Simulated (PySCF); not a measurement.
# C6H6BrO: the cost of one run

Programs: PySCF 2.14.0, with routines of our own; each step states its level. All values are computed. Atoms count from 0.

## 1. The system as given

14 atoms, charge 1, multiplicity 1; geometry from: GFN2-xTB.

## 2. Relaxing the molecule at PBE0/def2-SV(P)

Job settings and geometry (Å):

```
{"job": {"xc": "PBE0", "basis": "def2-SV(P)", "grid": 1, "kind": "geom"}, "charge": 1, "multiplicity": 1}
C      2.055149    -0.086248    -0.176897
C      0.580610    -0.145090    -0.075589
C     -0.120809    -1.320805    -0.262474
O     -1.428046    -1.408421    -0.180069
C     -2.156660    -0.354225     0.091642
C     -1.592722     0.880468     0.301629
C     -0.199200     1.003377     0.219152
Br     0.616404     2.662168     0.494999
H      2.351311     0.622412    -0.950672
H      2.482745     0.276676     0.758076
H      2.477906    -1.058750    -0.407103
H      0.364752    -2.261655    -0.493373
H     -3.221378    -0.546179     0.132780
H     -2.210741     1.735798     0.525733
```

Run with:

```sh
$ OMP_NUM_THREADS=1 python excited_run.py task.json out
```

The driver reads the jobs from task.json and runs them one after another.

Q: Estimate the wall time and peak memory of this first job on 1 thread of Arm Neoverse V1, shared host.

About 80 s, with a peak of 0.57 GiB.
